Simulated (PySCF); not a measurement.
# C₃H₃NSe: NMR shifts at several levels of theory, part 2 of 2

PySCF 2.14.0. Atoms count from 0. Earlier steps stand in the parts before.

## Step 10: Shielding tensors: PBE0/6-31G

The job: settings as JSON, then the geometry in Å.

```
{"job": {"kind": "nmr", "xc": "PBE0", "basis": "6-31G", "pop": true}, "charge": 0, "multiplicity": 1}
C     -0.556109    -0.794662    -0.143086
C     -1.062253     0.453452     0.085020
Se     0.318146     1.671589     0.272135
C      1.426346     0.185995    -0.009620
N      0.803428    -0.928884    -0.192886
H     -1.178325    -1.681233    -0.286179
H     -2.110049     0.741709     0.154815
H      2.515157     0.285194    -0.013029
```

With the program's defaults for keys left out, this is: GIAO PBE0/6-31G NMR shielding, non-relativistic, gas phase.

The program printed:

```text
coarse grid: 35408 points
cycle   1  E = -2571.4720439947  dE =  3.976e-02  |g| = 2.807e-01  |ddm| = 3.266e+00
cycle   2  E = -2571.4346244538  dE =  3.742e-02  |g| = 4.838e-01  |ddm| = 8.927e-01
cycle   3  E = -2571.4922931092  dE = -5.767e-02  |g| = 6.948e-02  |ddm| = 5.806e-01
cycle   4  E = -2571.4931462388  dE = -8.531e-04  |g| = 2.073e-02  |ddm| = 9.355e-02
cycle   5  E = -2571.4931962766  dE = -5.004e-05  |g| = 1.299e-02  |ddm| = 3.952e-02
cycle   6  E = -2571.4932455710  dE = -4.929e-05  |g| = 1.404e-03  |ddm| = 1.623e-02
cycle   7  E = -2571.4932458965  dE = -3.255e-07  |g| = 8.522e-04  |ddm| = 2.858e-03
final grid: 73808 points
cycle   8  E = -2571.4932745538  dE =  2.483e-07  |g| = 1.271e-03  |ddm| = 2.549e-03
cycle   9  E = -2571.4932738311  dE =  7.227e-07  |g| = 2.023e-03  |ddm| = 3.883e-03
cycle  10  E = -2571.4932749876  dE = -1.157e-06  |g| = 2.391e-04  |ddm| = 2.538e-03
cycle  11  E = -2571.4932750033  dE = -1.567e-08  |g| = 1.205e-05  |ddm| = 2.402e-04
cycle  12  E = -2571.4932750034  dE = -3.365e-11  |g| = 4.718e-06  |ddm| = 1.627e-05
converged SCF energy = -2571.4932750034

GIAO shielding tensors (ppm)
atom      isotropic    diamagn.    paramagn.     s11        s22        s33       span
  0 C       63.611     255.130    -191.519     -4.592     69.134    126.292    130.884
  1 C       71.676     266.665    -194.989    -12.566     73.088    154.507    167.073
  2 Se    1344.140    2990.901   -1646.761    868.311   1561.815   1602.293    733.983
  3 C       44.090     265.734    -221.644    -33.203     45.174    120.300    153.503
  4 N      -81.423     327.634    -409.057   -410.604    -72.822    239.158    649.762
  5 H       24.414      29.332      -4.917     21.121     23.445     28.678      7.557
  6 H       25.087      30.476      -5.389     22.416     24.152     28.694      6.278
  7 H       23.563      29.945      -6.382     20.543     21.239     28.906      8.363
```

Run time: 5.6 s. Hardware: 1 thread of Arm Neoverse V1, shared host; peak memory 0.39 GiB.

Key values: δ C3 155.4, C0 135.9, C1 127.9, Se2 643, H7 9.05, H5 8.20 ppm.

## Step 11: NMR shieldings: PBE0/6-31G*

Settings changed since step 10:

```diff
@@ -1,2 +1,2 @@
-{"job": {"kind": "nmr", "xc": "PBE0", "basis": "6-31G", "pop": true}, "charge": 0, "multiplicity": 1}
+{"job": {"kind": "nmr", "xc": "PBE0", "basis": "6-31G*", "pop": true}, "charge": 0, "multiplicity": 1}
 C     -0.556109    -0.794662    -0.143086
```

With the program's defaults for keys left out, this is: GIAO PBE0/6-31G* NMR shielding, non-relativistic, gas phase.

The program printed:

```text
coarse grid: 35408 points
cycle   1  E = -2571.5961771444  dE = -7.751e-03  |g| = 3.192e-01  |ddm| = 3.189e+00
cycle   2  E = -2571.5494897208  dE =  4.669e-02  |g| = 5.361e-01  |ddm| = 8.144e-01
cycle   3  E = -2571.6193413405  dE = -6.985e-02  |g| = 7.626e-02  |ddm| = 5.931e-01
cycle   4  E = -2571.6207461174  dE = -1.405e-03  |g| = 2.640e-02  |ddm| = 9.658e-02
cycle   5  E = -2571.6208916036  dE = -1.455e-04  |g| = 1.112e-02  |ddm| = 3.239e-02
cycle   6  E = -2571.6209232439  dE = -3.164e-05  |g| = 3.785e-03  |ddm| = 1.384e-02
cycle   7  E = -2571.6209272283  dE = -3.984e-06  |g| = 8.068e-04  |ddm| = 4.758e-03
final grid: 73808 points
cycle   8  E = -2571.6209561987  dE =  3.646e-07  |g| = 1.394e-03  |ddm| = 2.699e-03
cycle   9  E = -2571.6209546613  dE =  1.537e-06  |g| = 2.694e-03  |ddm| = 4.762e-03
cycle  10  E = -2571.6209567568  dE = -2.096e-06  |g| = 2.360e-04  |ddm| = 3.112e-03
cycle  11  E = -2571.6209567704  dE = -1.359e-08  |g| = 2.848e-05  |ddm| = 2.183e-04
cycle  12  E = -2571.6209567706  dE = -2.005e-10  |g| = 8.649e-06  |ddm| = 3.701e-05
converged SCF energy = -2571.6209567706

GIAO shielding tensors (ppm)
atom      isotropic    diamagn.    paramagn.     s11        s22        s33       span
  0 C       59.788     254.827    -195.039     -9.471     65.621    123.215    132.686
  1 C       70.427     260.058    -189.630    -11.183     73.345    149.120    160.303
  2 Se    1276.798    2999.875   -1723.077    819.394   1485.180   1525.820    706.426
  3 C       39.522     258.789    -219.267    -40.912     43.463    116.015    156.927
  4 N      -67.097     325.754    -392.851   -367.256    -71.250    237.216    604.472
  5 H       24.087      29.129      -5.042     20.459     23.049     28.752      8.294
  6 H       24.713      29.174      -4.461     21.730     23.737     28.674      6.944
  7 H       23.054      28.525      -5.471     19.778     20.580     28.803      9.025
```

Wall time 7.5 s (1 thread of Arm Neoverse V1, shared host); peak memory 0.46 GiB.

Key values: δ C3 154.6, C0 134.4, C1 123.7, Se2 646, H7 8.91, H5 7.88 ppm.

## Step 12: NMR shieldings: PBE0/def2-SVP

Settings changed since step 11:

```diff
@@ -1,2 +1,2 @@
-{"job": {"kind": "nmr", "xc": "PBE0", "basis": "6-31G*", "pop": true}, "charge": 0, "multiplicity": 1}
+{"job": {"kind": "nmr", "xc": "PBE0", "basis": "def2-SVP", "pop": true}, "charge": 0, "multiplicity": 1}
 C     -0.556109    -0.794662    -0.143086
```

Method: GIAO PBE0/def2-SVP NMR shielding, non-relativistic, gas phase.

The program printed:

```text
coarse grid: 35408 points
cycle   1  E = -2571.4809627646  dE = -6.340e-02  |g| = 3.075e-01  |ddm| = 3.363e+00
cycle   2  E = -2571.4293102480  dE =  5.165e-02  |g| = 5.488e-01  |ddm| = 8.702e-01
cycle   3  E = -2571.5036867811  dE = -7.438e-02  |g| = 6.070e-02  |ddm| = 6.256e-01
cycle   4  E = -2571.5044816218  dE = -7.948e-04  |g| = 2.634e-02  |ddm| = 8.085e-02
cycle   5  E = -2571.5046304189  dE = -1.488e-04  |g| = 1.045e-02  |ddm| = 3.269e-02
cycle   6  E = -2571.5046582477  dE = -2.783e-05  |g| = 3.583e-03  |ddm| = 1.327e-02
cycle   7  E = -2571.5046618986  dE = -3.651e-06  |g| = 5.058e-04  |ddm| = 4.339e-03
final grid: 73808 points
cycle   8  E = -2571.5046735815  dE =  1.197e-07  |g| = 8.386e-04  |ddm| = 1.699e-03
cycle   9  E = -2571.5046730252  dE =  5.563e-07  |g| = 1.620e-03  |ddm| = 2.912e-03
cycle  10  E = -2571.5046737854  dE = -7.602e-07  |g| = 1.397e-04  |ddm| = 1.903e-03
cycle  11  E = -2571.5046737904  dE = -4.902e-09  |g| = 1.940e-05  |ddm| = 1.371e-04
cycle  12  E = -2571.5046737904  dE = -8.731e-11  |g| = 5.464e-06  |ddm| = 2.427e-05
converged SCF energy = -2571.5046737904

GIAO shielding tensors (ppm)
atom      isotropic    diamagn.    paramagn.     s11        s22        s33       span
  0 C       55.326     251.809    -196.483    -17.210     59.169    124.020    141.230
  1 C       66.051     256.839    -190.788    -21.626     69.215    150.564    172.189
  2 Se    1155.663    2998.875   -1843.212    652.433   1348.468   1466.087    813.654
  3 C       34.352     256.885    -222.533    -49.291     35.905    116.442    165.733
  4 N      -79.051     323.814    -402.865   -392.825    -84.205    239.875    632.700
  5 H       23.643      30.178      -6.535     19.958     22.495     28.474      8.516
  6 H       24.077      30.826      -6.750     21.300     22.640     28.290      6.990
  7 H       22.660      29.729      -7.069     19.282     19.943     28.755      9.472
```

It took 7.5 s on 1 thread of Arm Neoverse V1, shared host; peak memory 0.49 GiB.

Key values: δ C3 159.4, C0 138.4, C1 127.7, Se2 698, H7 8.68, H5 7.70 ppm.

## Step 13: Shielding tensors: PBE0/def2-TZVP

Settings changed since step 12:

```diff
@@ -1,2 +1,2 @@
-{"job": {"kind": "nmr", "xc": "PBE0", "basis": "def2-SVP", "pop": true}, "charge": 0, "multiplicity": 1}
+{"job": {"kind": "nmr", "xc": "PBE0", "basis": "def2-TZVP", "pop": true}, "charge": 0, "multiplicity": 1}
 C     -0.556109    -0.794662    -0.143086
```

With the program's defaults for keys left out, this is: GIAO PBE0/def2-TZVP NMR shielding, non-relativistic, gas phase.

The program printed:

```text
coarse grid: 35408 points
cycle   1  E = -2571.9542001898  dE = -2.070e-02  |g| = 4.329e-01  |ddm| = 2.521e+00
cycle   2  E = -2571.8850237556  dE =  6.918e-02  |g| = 6.729e-01  |ddm| = 7.429e-01
cycle   3  E = -2571.9812056482  dE = -9.618e-02  |g| = 1.393e-01  |ddm| = 5.666e-01
cycle   4  E = -2571.9857599050  dE = -4.554e-03  |g| = 3.448e-02  |ddm| = 1.123e-01
cycle   5  E = -2571.9859451437  dE = -1.852e-04  |g| = 1.777e-02  |ddm| = 3.219e-02
cycle   6  E = -2571.9860265608  dE = -8.142e-05  |g| = 4.430e-03  |ddm| = 1.381e-02
cycle   7  E = -2571.9860313990  dE = -4.838e-06  |g| = 1.237e-03  |ddm| = 4.153e-03
final grid: 73808 points
cycle   8  E = -2571.9860581828  dE =  1.097e-06  |g| = 2.334e-03  |ddm| = 3.421e-03
cycle   9  E = -2571.9860533692  dE =  4.814e-06  |g| = 4.746e-03  |ddm| = 5.554e-03
cycle  10  E = -2571.9860597221  dE = -6.353e-06  |g| = 3.471e-04  |ddm| = 3.723e-03
cycle  11  E = -2571.9860597507  dE = -2.857e-08  |g| = 4.474e-05  |ddm| = 2.169e-04
cycle  12  E = -2571.9860597510  dE = -3.147e-10  |g| = 1.269e-05  |ddm| = 3.449e-05
converged SCF energy = -2571.9860597510

GIAO shielding tensors (ppm)
atom      isotropic    diamagn.    paramagn.     s11        s22        s33       span
  0 C       39.964     256.072    -216.108    -39.155     47.319    111.727    150.881
  1 C       53.756     254.991    -201.236    -40.852     59.855    142.265    183.117
  2 Se    1137.500    3002.806   -1865.306    623.428   1325.779   1463.293    839.865
  3 C       18.843     255.884    -237.041    -71.958     22.899    105.588    177.546
  4 N     -104.811     322.378    -427.189   -423.623   -113.295    222.486    646.109
  5 H       23.408      30.131      -6.723     20.069     22.084     28.072      8.002
  6 H       23.798      29.807      -6.009     21.303     22.184     27.906      6.603
  7 H       22.152      29.266      -7.114     19.049     19.136     28.269      9.220
```

Run time: 18 s. Hardware: 1 thread of Arm Neoverse V1, shared host; peak memory 0.85 GiB.

In short: δ C3 167.8, C0 146.7, C1 132.9, Se2 690, H7 9.33, H5 8.07 ppm.

## Step 14: NMR shieldings: PBE0/cc-pVDZ

Settings changed since step 13:

```diff
@@ -1,2 +1,2 @@
-{"job": {"kind": "nmr", "xc": "PBE0", "basis": "def2-TZVP", "pop": true}, "charge": 0, "multiplicity": 1}
+{"job": {"kind": "nmr", "xc": "PBE0", "basis": "cc-pVDZ", "pop": true}, "charge": 0, "multiplicity": 1}
 C     -0.556109    -0.794662    -0.143086
```

Level: GIAO PBE0/cc-pVDZ NMR shielding, non-relativistic, gas phase.

The program printed:

```text
coarse grid: 35408 points
cycle   1  E = -2571.8841058145  dE =  2.136e-02  |g| = 2.873e-01  |ddm| = 5.574e+00
cycle   2  E = -2571.8356214418  dE =  4.848e-02  |g| = 5.261e-01  |ddm| = 1.151e+00
cycle   3  E = -2571.9062786764  dE = -7.066e-02  |g| = 5.284e-02  |ddm| = 7.577e-01
cycle   4  E = -2571.9068548098  dE = -5.761e-04  |g| = 2.660e-02  |ddm| = 1.252e-01
cycle   5  E = -2571.9070131418  dE = -1.583e-04  |g| = 9.936e-03  |ddm| = 4.930e-02
cycle   6  E = -2571.9070379977  dE = -2.486e-05  |g| = 3.477e-03  |ddm| = 1.875e-02
cycle   7  E = -2571.9070412828  dE = -3.285e-06  |g| = 8.929e-04  |ddm| = 6.211e-03
final grid: 73808 points
cycle   8  E = -2571.9070778250  dE =  4.032e-07  |g| = 1.464e-03  |ddm| = 4.161e-03
cycle   9  E = -2571.9070761773  dE =  1.648e-06  |g| = 2.773e-03  |ddm| = 6.866e-03
cycle  10  E = -2571.9070784358  dE = -2.258e-06  |g| = 2.438e-04  |ddm| = 4.448e-03
cycle  11  E = -2571.9070784510  dE = -1.520e-08  |g| = 3.173e-05  |ddm| = 3.828e-04
cycle  12  E = -2571.9070784512  dE = -2.378e-10  |g| = 8.537e-06  |ddm| = 6.056e-05
converged SCF energy = -2571.9070784512

GIAO shielding tensors (ppm)
atom      isotropic    diamagn.    paramagn.     s11        s22        s33       span
  0 C       57.350     253.474    -196.124    -15.415     62.506    124.959    140.374
  1 C       67.434     257.286    -189.852    -20.339     72.481    150.160    170.499
  2 Se    1245.344    2997.385   -1752.041    771.873   1421.209   1542.950    771.077
  3 C       36.665     257.792    -221.128    -49.039     40.824    118.209    167.248
  4 N      -76.081     326.409    -402.490   -379.718    -81.644    233.119    612.837
  5 H       23.440      30.278      -6.837     19.848     22.222     28.251      8.403
  6 H       23.885      31.104      -7.219     21.161     22.580     27.915      6.754
  7 H       22.336      30.003      -7.668     19.143     19.503     28.360      9.217
```

It took 8 s on 1 thread of Arm Neoverse V1, shared host; peak memory 0.52 GiB.

In short: δ C3 160.1, C0 139.4, C1 129.3, Se2 647, H7 8.95, H5 7.85 ppm.

## Step 15: Comparing the runs: NMR shifts

Shifts (ppm) of some atoms, chosen among heavy atoms and hydrogens apart, with basis size and wall time:

```
               run     C3     C0     C1    H7    H5  Se2     N4  functions   time
     WP04/pcSseg-2  177.9  152.0  142.4  9.12  7.81  656  373.5        249   26 s
    B97-2/pcSseg-2  170.1  148.6  134.9  9.29  8.06  692  367.9        249   25 s
BHandHLYP/pcSseg-2  180.2  152.8  139.1  9.47  8.07  696  385.3        249   26 s
CAM-B3LYP/pcSseg-2  180.4  154.2  141.3  9.38  8.06  722  385.5        249   36 s
  wB97X-D/pcSseg-2  177.3  153.2  139.0  9.39  8.09  726  380.1        249   34 s
  LC-wPBE/pcSseg-2  184.9  156.8  143.0  9.47  8.07  779  382.7        249   45 s
       PBE0/STO-3G  127.2  115.4  119.5  8.15  7.31  328  265.3         41  2.8 s
        PBE0/6-31G  155.4  135.9  127.9  9.05  8.20  643  342.1         69  5.6 s
       PBE0/6-31G*  154.6  134.4  123.7  8.91  7.88  646  326.5         94  7.5 s
     PBE0/def2-SVP  159.4  138.4  127.7  8.68  7.70  698  348.9        103  7.5 s
    PBE0/def2-TZVP  167.8  146.7  132.9  9.33  8.07  690  370.7        190   18 s
      PBE0/cc-pVDZ  160.1  139.4  129.3  8.95  7.85  647  349.2         98    8 s
```

## Step 16: What came out

The summary covers parts 1 to 2.

| quantity | value |
| --- | --- |
| point group | Cs |
| rotational constants (main isotopes) | 8.13, 3.39, 2.39 GHz |
| 13C shifts against TMS (WP04/pcSseg-2) | 177.9, 152.0, 142.4 ppm |
| 1H shifts against TMS (WP04/pcSseg-2) | 9.12, 7.81, 7.49 ppm |
| 77Se shifts against Me2Se (WP04/pcSseg-2) | 656 ppm |
| 15N shifts against NH3 (WP04/pcSseg-2) | 373.5 ppm |
| range of the shift of Se2 | 328 to 779 ppm |
| property runs in this session | 12, of which 0 failed and 1 gave unsound results |

Single values in the summary come from the first run of each kind that ended normally (WP04/pcSseg-2), which need not be the best level. The start was shaken at random, so part of the energy gained undoes that. The optimisation took 7 steps and gained 0.753 eV; among the close pairs (by a distance rule), Se2–C3 changed most, from 1.970 to 1.875 Å. At WP04/pcSseg-2: The widest tensor belongs to Se2: span 860 ppm, with a paramagnetic part of -2112 ppm. NICS(1)zz of -27 ppm above the planar ring from C0 marks a diatropic (aromatic) ring current. In ppm, Se2 moves most: its shift spreads over 451 ppm, from 328 (PBE0/STO-3G) to 779 (LC-wPBE/pcSseg-2). A minimal basis is unusable for shieldings, so that end is no result. Spin-orbit coupling is left out, which matters for shieldings and couplings at and beside the heavy atoms.
